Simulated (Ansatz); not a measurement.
# LaAg4 (element-swapped structure): how the settings move a single-point run

Question: which choices in the input matter for LaAg4 (element-swapped structure)?

Computed with Ansatz 0.2.0 (reference: DFT r2SCAN, plane waves, PAW, scalar-relativistic, no spin polarisation, unless a step's input says otherwise).

### 1 The system as given

It takes space group Cmcm (No. 63, orthorhombic). The conventional cell has a = 6.760 Å, b = 10.996 Å, c = 6.528 Å, α = 90.00°, β = 90.00°, γ = 90.00°. La (site symmetry m2m) is surrounded by 17 Ag at 3.51 to 3.79 Å. Ag (site symmetry m2m) is surrounded by 5 Ag at 2.66 to 2.74 Å. Ag (site symmetry m2m) is surrounded by 5 Ag at 2.66 to 2.78 Å. Around Ag (site symmetry 2) lie 5 Ag at 2.74 to 2.96 Å.

Structure file:

```cif
data_structure
_symmetry_space_group_name_H-M 'Cmcm'
_symmetry_Int_Tables_number 63
_cell_length_a 6.7604
_cell_length_b 10.9958
_cell_length_c 6.5280
_cell_angle_alpha 90.000
_cell_angle_beta 90.000
_cell_angle_gamma 90.000
_cell_volume 485.27
loop_
_atom_site_label
_atom_site_type_symbol
_atom_site_symmetry_multiplicity
_atom_site_Wyckoff_symbol
_atom_site_fract_x
_atom_site_fract_y
_atom_site_fract_z
_atom_site_occupancy
La1 La 4 c 0.50000 0.23467 0.25000 1
Ag1 Ag 4 c 0.50000 0.64879 0.25000 1
Ag2 Ag 4 c 0.50000 0.89093 0.25000 1
Ag3 Ag 8 e 0.21860 0.00000 0.00000 1
```

### 2 The reference run

Input file input.yaml:

```yaml
crystal:
  lattice:
    - [3.38022, 5.497922, 0.0]
    - [3.38022, -5.497922, 0.0]
    - [0.0, 0.0, -6.527982]
  atoms:
    - { symbol: La, position: [0.73467, 0.26533, 0.75] }
    - { symbol: La, position: [0.26533, 0.73467, 0.25] }
    - { symbol: Ag, position: [0.14879, 0.85121, 0.75] }
    - { symbol: Ag, position: [0.85121, 0.14879, 0.25] }
    - { symbol: Ag, position: [0.39093, 0.60907, 0.75] }
    - { symbol: Ag, position: [0.60907, 0.39093, 0.25] }
    - { symbol: Ag, position: [0.2186, 0.2186, 0.0] }
    - { symbol: Ag, position: [0.7814, 0.7814, 0.5] }
    - { symbol: Ag, position: [0.7814, 0.7814, 0.0] }
    - { symbol: Ag, position: [0.2186, 0.2186, 0.5] }
  symmetry: { tolerance: 0.0003 }
kpoints:
  mp_grid: { grid: [3, 3, 3], shift: [0, 0, 0] }
magnetization:
  spin_polarized: false
scf:
  occupations: { method: gaussian, width: 0.0976 }
hamiltonian:
  pseudopotentials: { kind: paw }
  xc: r2scan
basis:
  ecutwfc: 500
output:
  forces: true
  stress: true
  eigenvalues: true
```

Run with:

```sh
$ ansatz run input.yaml --threads 1 --pin off --max-ram 2560MiB --backend cpu --events-out ev --progress --plain --runs-dir out
```

### 3 Variant: preconditioner kerker

Changes to input.yaml since step 2:

```diff
@@ -23,2 +23,3 @@
   occupations: { method: gaussian, width: 0.0976 }
+  mixing: { preconditioner: kerker }
 hamiltonian:
@@ -32 +33,5 @@
   eigenvalues: true
+  write_density: true
+  write_potential: true
+  elf: true
+  volumetric_format: npy
```

### 4 Variant: mp_grid.grid [4, 4, 4], ecutwfc 22.0 Ry

Changes to input.yaml since step 2:

```diff
@@ -18,3 +18,3 @@
 kpoints:
-  mp_grid: { grid: [3, 3, 3], shift: [0, 0, 0] }
+  mp_grid: { grid: [4, 4, 4], shift: [0, 0, 0] }
 magnetization:
@@ -27,3 +27,3 @@
 basis:
-  ecutwfc: 500
+  ecutwfc: "22.0 Ry"
 output:
```

### 5 Again, with lower_state_search light

Changes to input.yaml since step 2:

```diff
@@ -23,2 +23,3 @@
   occupations: { method: gaussian, width: 0.0976 }
+  lower_state_search: light
 hamiltonian:
@@ -32 +33,5 @@
   eigenvalues: true
+  write_density: true
+  write_potential: true
+  elf: true
+  volumetric_format: npy
```

### 6 A further run, with the input changed

Changes to input.yaml since step 2:

```diff
@@ -23,2 +23,3 @@
   occupations: { method: gaussian, width: 0.0976 }
+  max_iter: 75
 hamiltonian:
@@ -28,2 +29,3 @@
   ecutwfc: 500
+  ecutrho_ratio: 2
 output:
```

(Steps that only read results are left out.)

Before running it: what results should come out? Wanted: for each run, ending; energy change; pressure; gap; force.

The runs gave:

| run | ending | energy change | pressure (GPa) | gap (eV) | force (eV/Å) | cycles | time |
| --- | --- | --- | --- | --- | --- | --- | --- |
| reference | converged | 0 | -3.6 | 0.00 | 0.17 | 10 | 18 s |
| 1: preconditioner kerker | converged | 0.0 meV/atom | -3.6 | 0.00 | 0.17 | 10 | 21 s |
| 2: mp_grid.grid [4, 4, 4], ecutwfc 22.0 Ry | converged | +114.7 meV/atom | -3.5 | 0.00 | 0.19 | 9 | 21 s |
| 3: lower_state_search light | converged | 0.0 meV/atom | -3.6 | 0.00 | 0.17 | 10 | 21 s |
| 4: ecutrho_ratio 2 | converged | -0.1 meV/atom | -3.6 | 0.00 | 0.17 | 10 | 21 s |

Times don't compare one to one where runs were asked for different outputs or read a saved state (see the inputs); cycles may leave out searches for a lower state.

Residual by cycle in the longest SCF loop of each run; runs are numbered as in the table. The quantity is the density residual dr2, in eV.

| cycle | reference | run 1 | run 2 | run 3 | run 4 |
| --- | --- | --- | --- | --- | --- |
| 1 | 0.554 | 0.554 | 0.434 | 0.554 | 0.554 |
| 2 | 0.162 | 0.162 | 0.159 | 0.162 | 0.163 |
| 3 | 0.0183 | 0.0183 | 0.00503 | 0.0183 | 0.0177 |
| 4 | 0.0022 | 0.0022 | 0.00108 | 0.0022 | 0.00208 |
| 5 | 3.6e-4 | 3.6e-4 | 2.8e-4 | 3.6e-4 | 3.7e-4 |
| 6 | 3.8e-5 | 3.8e-5 | 2.3e-5 | 3.8e-5 | 3.9e-5 |
| 7 | 4.9e-6 | 4.9e-6 | 2.2e-6 | 4.9e-6 | 4.2e-6 |
| 8 | 1.7e-6 | 1.7e-6 | 4.0e-7 | 1.7e-6 | 1.5e-6 |
| 9 | 2.5e-7 | 2.5e-7 | 7.2e-8 | 2.5e-7 | 2.3e-7 |
| 10 | 1.6e-8 | 1.6e-8 | - | 1.6e-8 | 1.4e-8 |

What this shows: Of the converged runs whose energies compare with the reference's, «mp_grid.grid [4, 4, 4], ecutwfc 22.0 Ry» moves the energy most (+114.7 meV/atom). Runs 2 and 4 ran under the cutoff that the potentials recommend, as the log warns, so basis error is mixed into their values.

The reference is no final answer either: its mesh is coarse for a cell with so small a gap or none; the structure is made up and not relaxed.
